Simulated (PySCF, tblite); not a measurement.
# CrClO3−: changes of charge

What do calculations give for the changes of charge of CrClO3− (`[O]=[Cr-](=[O])(=[O])[Cl]`)?

Programs: tblite 0.8.0 and PySCF 2.14.0, with routines of our own; each step states its level. All values are computed. Atoms count from 0.

### 1 The starting structure

5 atoms, charge -1, multiplicity 1; geometry from: start built from the parent or by distance geometry.

### 2 Optimising the geometry with GFN2-xTB

Job settings and geometry (Å):

```
{"job": {"kind": "relax", "xc": "GFN2-xTB", "basis": "xTB"}, "charge": -1, "multiplicity": 1}
Cr     0.106700     0.149800     0.059900
O      0.018800     0.022900     1.604600
O      1.554000     0.032700    -0.532200
O     -0.751700     1.368300    -0.525900
Cl    -0.910600    -1.568000    -0.640800
```

Started as:

```console
$ OMP_NUM_THREADS=1 python redox_run.py task.json out
```

This one command runs all jobs of the session in turn.

The program printed:

```text
step      E/eV     max force
  0    -519.87204    1.403
  1    -519.89334    0.328
  2    -519.89460    0.105
  3    -519.89506    0.080
  4    -519.89554    0.107
  5    -519.89582    0.076
  6    -519.89595    0.027
  7    -519.89599    0.019
  8    -519.89601    0.014
  9    -519.89603    0.014
 10    -519.89604    0.010
```

It took 0.05 s on 1 thread of Intel Xeon 6975P-C, shared host.

Step by step:

```csv
step,energy from step 0 (eV),largest force (eV/Å)
0,0.0000,1.4033
1,-0.0213,0.3280
2,-0.0226,0.1046
3,-0.0230,0.0799
4,-0.0235,0.1069
5,-0.0238,0.0763
6,-0.0239,0.0271
7,-0.0240,0.0191
8,-0.0240,0.0145
9,-0.0240,0.0138
10,-0.0240,0.0102
```

Close pairs (by a distance rule), those that changed most:

```csv
bond,before (Å),after (Å),change (Å)
Cr0–O3,1.601,1.570,-0.031
Cr0–O1,1.552,1.570,+0.018
Cr0–O2,1.568,1.570,+0.002
Cr0–Cl4,2.116,2.115,-0.001
```

The next job starts from the end point, and lists it.

### 3 Infrared spectrum with GFN2-xTB

Job settings and geometry (Å):

```
{"job": {"kind": "ir", "xc": "GFN2-xTB", "basis": "xTB"}, "charge": -1, "multiplicity": 1}
Cr     0.094328     0.157634     0.057279
O      0.024187     0.025990     1.620299
O      1.543072     0.033798    -0.535327
O     -0.737540     1.354090    -0.527453
Cl    -0.906804    -1.565798    -0.649149
```

The program printed:

```text
mode    cm-1     km/mol
  1     207.0      0.88
  2     207.6      0.88
  3     275.5     42.21
  4     325.4     23.33
  5     326.0     23.24
  6     382.5    117.44
  7     814.5     68.12
  8     937.9    102.55
  9     938.3    102.72
ZPE 26.406  H(298)-E 43.734  G(298)-E -49.785 kJ/mol  S 313.66 J/(mol K)
```

Wall time 0.18 s (1 thread of Intel Xeon 6975P-C, shared host).

Which atoms move in the most intense modes:

```csv
cm⁻¹,km/mol,atoms
207,0.9,"O2 37 %, O3 30 %, Cl4 22 %"
276,42.2,"Cl4 38 %, O1 20 %, O3 19 %, O2 19 %"
325,23.3,"O1 48 %, O3 21 %, Cr0 19 %, O2 12 %"
326,23.2,"O2 42 %, O3 33 %, Cr0 19 %"
382,117.4,"Cr0 52 %, Cl4 36 %"
814,68.1,"O1 32 %, O3 32 %, O2 32 %"
938,102.5,"O2 37 %, O3 34 %, Cr0 30 %"
938,102.7,"O1 47 %, Cr0 30 %, O3 13 %, O2 10 %"
```

### 4 Geometry optimisation at BP86-D3(BJ)/ma-def2-SVP

Job settings and geometry (Å):

```
{"job": {"xc": "BP86", "basis": "ma-def2-SVP", "d3": "d3bj", "grid": 1, "kind": "geom"}, "charge": -1, "multiplicity": 1}
Cr     0.094328     0.157634     0.057279
O      0.024187     0.025990     1.620299
O      1.543072     0.033798    -0.535327
O     -0.737540     1.354090    -0.527453
Cl    -0.906804    -1.565798    -0.649149
```

The program printed:

```text
step   0  E = -1730.36414955  max force = 0.041527
step   1  E = -1730.37517865  max force = 0.016546
step   2  E = -1730.37618108  max force = 0.002075
step   3  E = -1730.37621697  max force = 0.001164
step   4  E = -1730.37618729  max force = 0.002989
step   5  E = -1730.37623211  max force = 0.001521
step   6  E = -1730.37626352  max force = 0.000520
step   7  E = -1730.37627317  max force = 0.000428
optimisation converged
```

Run time: 42 s. Hardware: 1 thread of Intel Xeon 6975P-C, shared host.

Step by step:

```csv
step,energy from step 0 (eV),largest force component (eV/Å)
0,0.0000,2.1354
1,-0.3001,0.8508
2,-0.3274,0.1067
3,-0.3284,0.0599
4,-0.3276,0.1537
5,-0.3288,0.0782
6,-0.3296,0.0267
7,-0.3299,0.0220
```

Close pairs (by a distance rule), those that changed most:

```csv
bond,before (Å),after (Å),change (Å)
Cr0–Cl4,2.115,2.250,+0.135
Cr0–O3,1.570,1.606,+0.036
Cr0–O1,1.570,1.606,+0.036
Cr0–O2,1.570,1.604,+0.034
```

The end geometry stands in the next job.

```csv
at the end point,value
point group (found at 0.08 Å tolerance),C3v
"rotational constants (GHz, main isotopes)","4.517, 2.273, 2.272"
```

### 5 Single point (CrClO₃−): wB97X-D3(BJ)/ma-def2-SVP

Geometry: BP86-D3(BJ)/ma-def2-SVP.

Job settings and geometry (Å):

```
{"job": {"kind": "sp", "xc": "wB97X", "basis": "ma-def2-SVP", "d3": "d3bj", "grid": 2}, "charge": -1, "multiplicity": 1}
Cr     0.066768     0.123734     0.056702
O     -0.016567    -0.020060     1.653852
O      1.592588     0.154588    -0.438099
O     -0.723437     1.429145    -0.443721
Cl    -0.905339    -1.684181    -0.864178
```

The program printed:

```text
coarse grid: 29312 points
cycle   1  E = -1729.6108383576  dE = -1.007e-01  |g| = 1.558e+00  |ddm| = 4.280e+00
cycle   2  E = -1723.5147501725  dE =  6.096e+00  |g| = 6.272e+00  |ddm| = 1.154e+01
cycle   3  E = -1730.0117505546  dE = -6.497e+00  |g| = 3.639e-01  |ddm| = 1.158e+01
cycle   4  E = -1730.0353349608  dE = -2.358e-02  |g| = 1.418e-01  |ddm| = 8.631e-01
cycle   5  E = -1730.0389813842  dE = -3.646e-03  |g| = 4.012e-02  |ddm| = 3.668e-01
cycle   6  E = -1730.0392596546  dE = -2.783e-04  |g| = 1.907e-02  |ddm| = 5.903e-02
cycle   7  E = -1730.0393544648  dE = -9.481e-05  |g| = 6.222e-03  |ddm| = 4.808e-02
cycle   8  E = -1730.0393653753  dE = -1.091e-05  |g| = 2.514e-03  |ddm| = 7.419e-03
cycle   9  E = -1730.0393720578  dE = -6.683e-06  |g| = 8.311e-04  |ddm| = 7.573e-03
final grid: 58624 points
cycle  10  E = -1730.0392569527  dE = -5.093e-07  |g| = 1.815e-03  |ddm| = 3.638e-03
cycle  11  E = -1730.0392512469  dE =  5.706e-06  |g| = 6.488e-03  |ddm| = 1.084e-02
cycle  12  E = -1730.0392578103  dE = -6.563e-06  |g| = 4.600e-04  |ddm| = 8.648e-03
cycle  13  E = -1730.0392579041  dE = -9.377e-08  |g| = 3.455e-04  |ddm| = 6.970e-04
cycle  14  E = -1730.0392580631  dE = -1.591e-07  |g| = 8.295e-05  |ddm| = 1.560e-03
cycle  15  E = -1730.0392580699  dE = -6.826e-09  |g| = 2.116e-05  |ddm| = 3.417e-04
converged SCF energy = -1730.0392580699
```

Run time: 4.9 s. Hardware: 1 thread of Intel Xeon 6975P-C, shared host.

### 6 Single point (CrClO3 radical): wB97X-D3(BJ)/ma-def2-SVP

Geometry: BP86-D3(BJ)/ma-def2-SVP, that of another charge or spin state.

Job settings and geometry (Å):

```
{"job": {"kind": "sp", "xc": "wB97X", "basis": "ma-def2-SVP", "d3": "d3bj", "grid": 2}, "charge": 0, "multiplicity": 2}
Cr     0.066768     0.123734     0.056702
O     -0.016567    -0.020060     1.653852
O      1.592588     0.154588    -0.438099
O     -0.723437     1.429145    -0.443721
Cl    -0.905339    -1.684181    -0.864178
```

The program printed:

```text
final grid: 58624 points
cycle   1  E = -1729.8218602297  dE = -1.429e-07  |g| = 3.079e-04  |ddm| = 7.952e-04
cycle   2  E = -1729.8218602403  dE = -1.063e-08  |g| = 6.174e-04  |ddm| = 9.128e-04
cycle   3  E = -1729.8218604104  dE = -1.701e-07  |g| = 1.437e-04  |ddm| = 5.994e-04
cycle   4  E = -1729.8218604832  dE = -7.285e-08  |g| = 1.674e-04  |ddm| = 3.888e-04
cycle   5  E = -1729.8218606748  dE = -1.916e-07  |g| = 1.329e-04  |ddm| = 9.798e-04
cycle   6  E = -1729.8218608200  dE = -1.452e-07  |g| = 1.093e-04  |ddm| = 8.452e-04
cycle   7  E = -1729.8218610026  dE = -1.826e-07  |g| = 9.283e-05  |ddm| = 1.255e-03
cycle   8  E = -1729.8218611895  dE = -1.870e-07  |g| = 6.411e-05  |ddm| = 1.684e-03
cycle   9  E = -1729.8218612890  dE = -9.944e-08  |g| = 4.388e-05  |ddm| = 1.357e-03
cycle  10  E = -1729.8218613271  dE = -3.808e-08  |g| = 2.646e-05  |ddm| = 8.765e-04
cycle  11  E = -1729.8218613441  dE = -1.699e-08  |g| = 1.689e-05  |ddm| = 7.371e-04
cycle  12  E = -1729.8218613448  dE = -7.349e-10  |g| = 2.375e-05  |ddm| = 5.945e-05
converged SCF energy = -1729.8218613448
```

Wall time 2.4 min (1 thread of Intel Xeon 6975P-C, shared host).

### 7 Geometry optimisation with GFN2-xTB

This step treats CrClO3 radical.

Job settings and geometry (Å):

```
{"job": {"kind": "relax", "xc": "GFN2-xTB", "basis": "xTB"}, "charge": 0, "multiplicity": 2}
Cr     0.083000     0.117600     0.051400
O     -0.027300    -0.011400     1.630800
O      1.610000     0.147000    -0.434900
O     -0.725900     1.443800    -0.464300
Cl    -0.908600    -1.688000    -0.852800
```

The program printed:

```text
step      E/eV     max force
  0    -509.02843    1.963
  1    -509.13492    1.209
  2    -509.20305    0.965
  3    -509.23166    0.833
  4    -509.28573    0.556
  5    -509.29170    0.285
  6    -509.29477    0.240
  7    -509.29911    0.249
  8    -509.30010    0.144
  9    -509.30036    0.022
 10    -509.30037    0.006
```

Run time: 0.06 s. Hardware: 1 thread of Intel Xeon 6975P-C, shared host.

Relaxation path:

```csv
step,energy from step 0 (eV),largest force (eV/Å)
0,0.0000,1.9633
1,-0.1065,1.2086
2,-0.1746,0.9650
3,-0.2032,0.8328
4,-0.2573,0.5559
5,-0.2633,0.2846
6,-0.2663,0.2396
7,-0.2707,0.2490
8,-0.2717,0.1444
9,-0.2719,0.0220
10,-0.2719,0.0060
```

Close pairs (by a distance rule), those that changed most:

```csv
bond,before (Å),after (Å),change (Å)
Cr0–Cl4,2.250,2.086,-0.163
Cr0–O3,1.637,1.566,-0.070
Cr0–O2,1.603,1.566,-0.036
Cr0–O1,1.588,1.566,-0.022
```

The end geometry stands in the next job.

### 8 Infrared spectrum with GFN2-xTB

Job settings and geometry (Å):

```
{"job": {"kind": "ir", "xc": "GFN2-xTB", "basis": "xTB"}, "charge": 0, "multiplicity": 2}
Cr     0.084035     0.145023     0.057212
O     -0.052140    -0.062359     1.603777
O      1.561874     0.096786    -0.459656
O     -0.736000     1.363046    -0.488295
Cl    -0.826511    -1.533565    -0.782852
```

The program printed:

```text
mode    cm-1     km/mol
  1     184.0      0.25
  2     184.2      0.21
  3     237.6     14.91
  4     238.0     15.26
  5     266.6     50.79
  6     349.1      8.63
  7     804.9     11.76
  8     893.1      0.16
  9     893.6      0.17
ZPE 24.232  H(298)-E 42.532  G(298)-E -54.848 kJ/mol  S 326.62 J/(mol K)
```

Wall time 0.19 s (1 thread of Intel Xeon 6975P-C, shared host).

The strongest bands and the atoms that carry them (share of the mass-weighted mode):

```csv
cm⁻¹,km/mol,atoms
184,0.2,"O2 38 %, O1 31 %, Cl4 18 %, O3 11 %"
184,0.2,"O3 42 %, O1 22 %, Cl4 18 %, O2 15 %"
238,14.9,"O3 38 %, Cr0 26 %, O1 18 %, O2 13 %"
238,15.3,"O2 34 %, O1 28 %, Cr0 26 %"
267,50.8,"O2 22 %, O1 22 %, O3 22 %, Cl4 19 %"
349,8.6,"Cl4 55 %, Cr0 43 %"
805,11.8,"O2 32 %, O3 32 %, O1 32 %"
894,0.2,"O2 40 %, O1 30 %, Cr0 29 %"
```

### 9 Relaxing the molecule at BP86-D3(BJ)/ma-def2-SVP

This step treats CrClO3 radical.

Job settings and geometry (Å):

```
{"job": {"xc": "BP86", "basis": "ma-def2-SVP", "d3": "d3bj", "grid": 1, "kind": "geom"}, "charge": 0, "multiplicity": 2}
Cr     0.084035     0.145023     0.057212
O     -0.052140    -0.062359     1.603777
O      1.561874     0.096786    -0.459656
O     -0.736000     1.363046    -0.488295
Cl    -0.826511    -1.533565    -0.782852
```

The program printed:

```text
step   0  E = -1730.16791704  max force = 0.051466
step   1  E = -1730.17981681  max force = 0.021766
step   2  E = -1730.18171895  max force = 0.005178
step   3  E = -1730.18185045  max force = 0.002202
step   4  E = -1730.18186147  max force = 0.001214
step   5  E = -1730.18187975  max force = 0.000558
step   6  E = -1730.18188281  max force = 0.000513
step   7  E = -1730.18188379  max force = 0.000336
optimisation converged
```

Run time: 2.5 min. Hardware: 1 thread of Intel Xeon 6975P-C, shared host.

Step by step:

```csv
step,energy from step 0 (eV),largest force component (eV/Å)
0,0.0000,2.6465
1,-0.3238,1.1193
2,-0.3756,0.2663
3,-0.3791,0.1132
4,-0.3794,0.0624
5,-0.3799,0.0287
6,-0.3800,0.0264
7,-0.3801,0.0173
```

Distances of close pairs at the start and the end, largest changes first:

```csv
bond,before (Å),after (Å),change (Å)
Cr0–Cl4,2.086,2.138,+0.052
Cr0–O1,1.566,1.614,+0.047
Cr0–O2,1.566,1.613,+0.046
Cr0–O3,1.566,1.612,+0.046
```

The next job starts from the end point, and lists it.

```csv
at the end point,value
point group (found at 0.08 Å tolerance),C3v
"rotational constants (GHz, main isotopes)","4.624, 2.370, 2.367"
dipole moment (D),0.36
⟨S²⟩,0.775
```

### 10 Single point (CrClO₃−): wB97X-D3(BJ)/ma-def2-SVP

Geometry: BP86-D3(BJ)/ma-def2-SVP, that of another charge or spin state.

Job settings and geometry (Å):

```
{"job": {"kind": "sp", "xc": "wB97X", "basis": "ma-def2-SVP", "d3": "d3bj", "grid": 2}, "charge": -1, "multiplicity": 1}
Cr     0.040818     0.057112    -0.004808
O     -0.012594    -0.092779     1.601102
O      1.585974     0.161675    -0.454266
O     -0.698154     1.433756    -0.402676
Cl    -0.905012    -1.611045    -0.950374
```

The program printed:

```text
coarse grid: 29312 points
cycle   1  E = -1729.6031421630  dE = -3.519e-02  |g| = 1.553e+00  |ddm| = 4.436e+00
cycle   2  E = -1723.5197371595  dE =  6.083e+00  |g| = 6.274e+00  |ddm| = 1.339e+01
cycle   3  E = -1730.0016142492  dE = -6.482e+00  |g| = 3.896e-01  |ddm| = 1.346e+01
cycle   4  E = -1730.0287551109  dE = -2.714e-02  |g| = 1.518e-01  |ddm| = 1.084e+00
cycle   5  E = -1730.0328818359  dE = -4.127e-03  |g| = 4.189e-02  |ddm| = 4.298e-01
cycle   6  E = -1730.0331789588  dE = -2.971e-04  |g| = 2.052e-02  |ddm| = 6.690e-02
cycle   7  E = -1730.0332454343  dE = -6.648e-05  |g| = 1.466e-02  |ddm| = 4.056e-02
cycle   8  E = -1730.0332984334  dE = -5.300e-05  |g| = 1.935e-03  |ddm| = 2.118e-02
cycle   9  E = -1730.0333062953  dE = -7.862e-06  |g| = 8.837e-04  |ddm| = 8.802e-03
final grid: 58624 points
cycle  10  E = -1730.0332617236  dE = -7.937e-07  |g| = 1.699e-03  |ddm| = 3.747e-03
cycle  11  E = -1730.0332568722  dE =  4.851e-06  |g| = 6.073e-03  |ddm| = 1.167e-02
cycle  12  E = -1730.0332626328  dE = -5.761e-06  |g| = 3.859e-04  |ddm| = 9.222e-03
cycle  13  E = -1730.0332628332  dE = -2.004e-07  |g| = 4.096e-04  |ddm| = 1.430e-03
cycle  14  E = -1730.0332629407  dE = -1.076e-07  |g| = 1.342e-04  |ddm| = 1.150e-03
cycle  15  E = -1730.0332629516  dE = -1.091e-08  |g| = 2.373e-05  |ddm| = 4.207e-04
cycle  16  E = -1730.0332629525  dE = -8.449e-10  |g| = 9.422e-06  |ddm| = 1.342e-04
converged SCF energy = -1730.0332629525
```

Run time: 3.5 s. Hardware: 1 thread of Intel Xeon 6975P-C, shared host.

[end of part 1 of 2]
